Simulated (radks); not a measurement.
**In²⁰⁺ in [Ne] 3s2 3p5.75 3d10 4s1 5s0.25: an all-electron calculation**

One table from this session's results is given with a row withheld; the runs are named, their logs left out.

Program: radks (a radial shooting solver on a logarithmic mesh, Libxc functionals) version 1. Level of theory: scalar-relativistic Kohn-Sham, PBEsol, spin-polarised, spherical densities, point nucleus; open shells are filled with parallel spins first. These are calculated values, not measurements, unless marked.

### Starting point

```
element       : indium (Z = 49)
charge        : +20
electrons     : 29
configuration : [Ne] 3s2 3p5.75 3d10 4s1 5s0.25
```

The first run:

Input:

```text
Z 49
configuration [Ne] 3s2 3p5.75 3d10 4s1 5s0.25
relativity scalar-relativistic
functional pbe_sol,pbe_sol
spin polarised
nucleus point
c 137.035999084
```

One of the session's tables, all rows but one given; the rest of the session is left out.

It belongs to the step «Orbitals and density». Sizes of the orbitals, from the radial functions (bohr):

```
  level      <r>  outermost maximum (interpolated)  90 % within  nodes
  1s up  0.02972                            0.0192       0.0534      0
1s down  0.02972                            0.0192       0.0534      0
  2s up   0.1284                             0.109        0.198      1
2s down   0.1284                             0.109        0.198      1
  2p up   0.1120                            0.0868        0.182      0
2p down   0.1120                            0.0868        0.182      0
  3s up   0.3437                             0.313        0.504      2
3s down   0.3435                             0.313        0.504      2
  3p up   0.3406                             0.306        0.510      1
3p down        ?                                 ?            ?      ?
  3d up   0.3147                             0.254        0.493      0
3d down   0.3143                             0.254        0.492      0
  4s up   0.7284                             0.706         1.03      3
4s down   0.7269                             0.705         1.03      3
  5s up    1.263                              1.29         1.75      4
```

**Question.** Estimate the row for 3p down.

**Answer.** <r>: 0.3404; outermost maximum (interpolated): 0.306; 90 % within: 0.510; nodes: 1. In the column «<r>» it lies between 3d up (0.3147) and 3p up (0.3406).
